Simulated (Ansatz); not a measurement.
Geometry optimisation, DFT PBE-D3(BJ), scalar-relativistic, plane waves, PAW in Ansatz 0.2.0.

The input (input.yaml):

```yaml
crystal:
  lattice:
    - [-4.1929, -4.1929, 0.0]
    - [4.1929, -4.1929, 0.0]
    - [0.0, 0.0, 5.3408]
  atoms:
    - { symbol: Si, position: [0.4890675, 0.4962727, -0.0021059] }
    - { symbol: O, position: [0.2031567, 0.5090114, 0.0027276] }
    - { symbol: O, position: [0.0037791, 0.1873102, 0.253316] }
    - { symbol: O, position: [0.799544, 0.5039451, -0.0014667] }
    - { symbol: O, position: [0.0015992, 0.8046425, 0.2509338] }
    - { symbol: Si, position: [0.5114718, 0.4976645, 0.5125078] }
    - { symbol: Si, position: [0.0029953, 0.5032881, 0.7478945] }
    - { symbol: O, position: [0.1848719, 0.494746, 0.495977] }
    - { symbol: O, position: [-0.0038785, 0.1965901, 0.7536774] }
    - { symbol: O, position: [0.8072133, 0.5056443, 0.5020767] }
    - { symbol: O, position: [7.61e-05, 0.8069092, 0.7544366] }
    - { symbol: Si, position: [0.0089193, -0.0053879, 0.0010728] }
    - { symbol: Si, position: [0.4957101, 0.0005922, 0.2410642] }
    - { symbol: O, position: [0.7002495, -0.0016363, 0.011352] }
    - { symbol: O, position: [0.5022384, 0.6989522, 0.2479672] }
    - { symbol: O, position: [0.2937425, -0.0046533, 0.0037433] }
    - { symbol: O, position: [0.5013991, 0.3122036, 0.2569692] }
    - { symbol: Si, position: [-0.0044227, -0.0010669, 0.5068493] }
    - { symbol: Si, position: [0.4994711, 0.0010476, 0.7527254] }
    - { symbol: O, position: [0.688149, 0.0021145, 0.5044186] }
    - { symbol: O, position: [0.505248, 0.6975017, 0.740129] }
    - { symbol: O, position: [0.3088331, -6.67e-05, 0.502817] }
    - { symbol: O, position: [0.4932881, 0.3091016, 0.7485432] }
basis:
  ecutwfc: 420.0
kpoints:
  mp_grid: { grid: [2, 2, 2] }
hamiltonian:
  xc: pbe
  dispersion: d3bj
  pseudopotentials: { kind: paw, azcp: { folder: soft_1 } }
scf:
  occupations: { method: fermi_dirac, width: 0.05 }
  lower_state_search: "off"
relax:
  f_tol: 0.03
  max_steps: 60
  adjacent_minimum: "off"
```

Command:

```bash
$ ansatz run input.yaml --threads 1 --pin off --max-ram 3072MiB --backend cpu --events-out ev --progress --plain --runs-dir out
```

Task: Where does it end, and by what steps?

Result: It converged. Limits of this set-up: coarse k mesh, no spin, though dangling bonds at a vacancy may carry it, a small cell, in which the defect meets its images. After 4 steps the energy has fallen by 1.347 eV; O8 moved furthest, 0.18 Å.

```json
{"step": "0", "energy less start (eV)": "0.0000", "largest force component (eV/Å)": "3.602", "accepted": "yes"}
{"step": "1", "energy less start (eV)": "-0.7328", "largest force component (eV/Å)": "2.636", "accepted": "yes"}
{"step": "2", "energy less start (eV)": "-1.3394", "largest force component (eV/Å)": "0.233", "accepted": "yes"}
{"step": "3", "energy less start (eV)": "-1.3465", "largest force component (eV/Å)": "0.072", "accepted": "yes"}
{"step": "4", "energy less start (eV)": "-1.3469", "largest force component (eV/Å)": "0.007", "accepted": "yes"}
```

```xyz
23
Lattice="-4.1929 -4.1929 0.0000 4.1929 -4.1929 0.0000 0.0000 0.0000 5.3408" Properties=species:S:1:pos:R:3
Si 0.004 -4.194 0.020
O 1.234 -2.964 -0.086
O 0.775 -0.773 1.344
O -1.226 -5.424 -0.087
O 3.426 -3.423 1.344
Si 0.004 -4.194 2.667
Si 2.100 -2.098 4.015
O 1.234 -2.965 2.775
O 0.814 -0.812 4.014
O -1.226 -5.424 2.775
O 3.386 -3.384 4.014
Si 0.004 -0.001 0.006
Si -2.093 -2.098 1.344
O -2.902 -2.908 0.000
O 0.825 -5.015 1.344
O -1.283 -1.288 0.000
O -0.817 -3.374 1.344
Si 0.004 -0.002 2.682
Si -2.092 -2.098 4.014
O -2.903 -2.908 2.688
O 0.837 -5.027 4.014
O -1.283 -1.288 2.687
O -0.829 -3.361 4.014
```

Whether the end is a true minimum wasn't checked by a vibrational analysis.

Time of the run: 33 s on 1 thread of Arm Neoverse V1 (shared host), peak memory 0.43 GiB.
